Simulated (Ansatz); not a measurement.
Task: a geometry optimisation of C2H8FNSi2, SMILES F[SiH]1CC[SiH2]N1, with the Python package of Ansatz (0.2.0). Give the script and its output. Settings: r2SCAN, 6-31G* basis, multiplicity 1.

Contents of `c2h8fnsi2.xyz`:
```text
14

F    -1.38200    1.99950   -0.47500
Si   -0.63610    1.16960    0.67300
C    -1.11450   -0.64140    0.50120
C    -0.18200   -1.20560   -0.57820
Si    1.42550   -0.22870   -0.42150
N     1.02870    1.28000    0.28840
H    -0.90500    1.74850    2.00560
H    -0.94270   -1.15370    1.45570
H    -2.16600   -0.78010    0.23140
H    -0.03490   -2.28320   -0.45660
H    -0.60890   -1.03500   -1.57420
H     2.04490    0.03460   -1.73700
H     2.35620   -0.91410    0.49980
H     1.11680    2.00970   -0.41270
```

`c2h8fnsi2.py`:
```python
import warnings

import ansatz as az
import numpy as np

warnings.simplefilter("ignore", az.DeckWarning)

c2h8fnsi2 = az.Crystal.molecule_from_extxyz("c2h8fnsi2.xyz")

model = (
    c2h8fnsi2.calculation()
    .basis(gaussian="6-31G*")
    .functional("r2scan")
    .scf(lower_state_search="light")
)
symbols = [site.symbol for site in c2h8fnsi2.cartesian_sites]
start = np.array([site.position_ang for site in c2h8fnsi2.cartesian_sites], dtype=float)
def progress(event):
    if event["event"] == "relax_step":
        row = event["data"]
        print(f"step {row['step']:3d}  E = {row['lagrangian_ev']:.6f} eV  largest force component {row['allowed_force_max_ev_ang']:.4f} eV/A")


summary = model.relax(force_tolerance=0.02).session().plan().execute(on_event=progress).report
end = np.array(summary["positions_ang"])

print(f"E = {summary['free_energy_ev']:.6f} eV = {summary['free_energy_ev'] / 27.211386246:.7f} Ha")
print("converged:", summary["converged"], " doubts:", summary["published_state_doubts"] or "none")

print("final positions (A) and the move of each atom")
for symbol, xyz, old in zip(symbols, end, start):
    print(f"{symbol:2s} {xyz[0]:10.5f} {xyz[1]:10.5f} {xyz[2]:10.5f}   {np.linalg.norm(xyz - old):7.4f}")
with open("c2h8fnsi2_opt.xyz", "w") as handle:
    handle.write(f"{len(symbols)}\nrelaxed C2H8FNSi2\n")
    handle.writelines(f"{s:2s} {x:11.6f} {y:11.6f} {z:11.6f}\n" for s, (x, y, z) in zip(symbols, end))
```

Running `python c2h8fnsi2.py` prints:
```text
step   1  E = -22163.678819 eV  largest force component 1.1988 eV/A
step   2  E = -22163.935424 eV  largest force component 0.5264 eV/A
step   3  E = -22164.036556 eV  largest force component 1.0408 eV/A
step   4  E = -22164.140178 eV  largest force component 1.3115 eV/A
step   5  E = -22164.192221 eV  largest force component 0.3584 eV/A
step   6  E = -22164.203939 eV  largest force component 0.1318 eV/A
step   7  E = -22164.205927 eV  largest force component 0.0530 eV/A
step   8  E = -22164.206284 eV  largest force component 0.0132 eV/A
E = -22164.206296 eV = -814.5195579 Ha
converged: True  doubts: none
final positions (A) and the move of each atom
F    -1.72540    2.02782   -0.45803    0.3450
Si   -0.76918    1.22832    0.57786    0.1738
C    -1.09979   -0.61872    0.51167    0.0290
C    -0.17397   -1.21649   -0.58601    0.0156
Si    1.47314   -0.28328   -0.52335    0.1250
N     0.88888    1.24070    0.10575    0.2334
H    -0.99270    1.89896    1.88647    0.2110
H    -0.84087   -1.04374    1.49312    0.1545
H    -2.15348   -0.86780    0.32939    0.1321
H    -0.06043   -2.30232   -0.47269    0.0357
H    -0.62039   -1.04712   -1.57617    0.0168
H     2.12370   -0.14863   -1.86017    0.2344
H     2.47246   -0.92860    0.38279    0.1656
H     1.47803    2.06101    0.18929    0.7039
```

File `c2h8fnsi2_opt.xyz` afterwards:
```text
14
relaxed C2H8FNSi2
F    -1.725402    2.027816   -0.458033
Si   -0.769176    1.228317    0.577859
C    -1.099789   -0.618722    0.511671
C    -0.173971   -1.216489   -0.586009
Si    1.473137   -0.283283   -0.523353
N     0.888879    1.240701    0.105747
H    -0.992699    1.898958    1.886469
H    -0.840869   -1.043736    1.493117
H    -2.153477   -0.867803    0.329386
H    -0.060428   -2.302324   -0.472686
H    -0.620394   -1.047117   -1.576170
H     2.123698   -0.148633   -1.860172
H     2.472464   -0.928599    0.382789
H     1.478027    2.061014    0.189285
```

What to keep in mind:
- These settings explore the input space; basis and method may be short of convergence.
- The end point is the stationary point reached from this start; no frequency run checks that it is a minimum, and the basis set is modest.
- The whole script took 52 s on 1 thread of INTEL(R) XEON(R) PLATINUM 8581C CPU @ 2.10GHz (Emerald Rapids), on a shared host, peak memory 0.27 GiB.
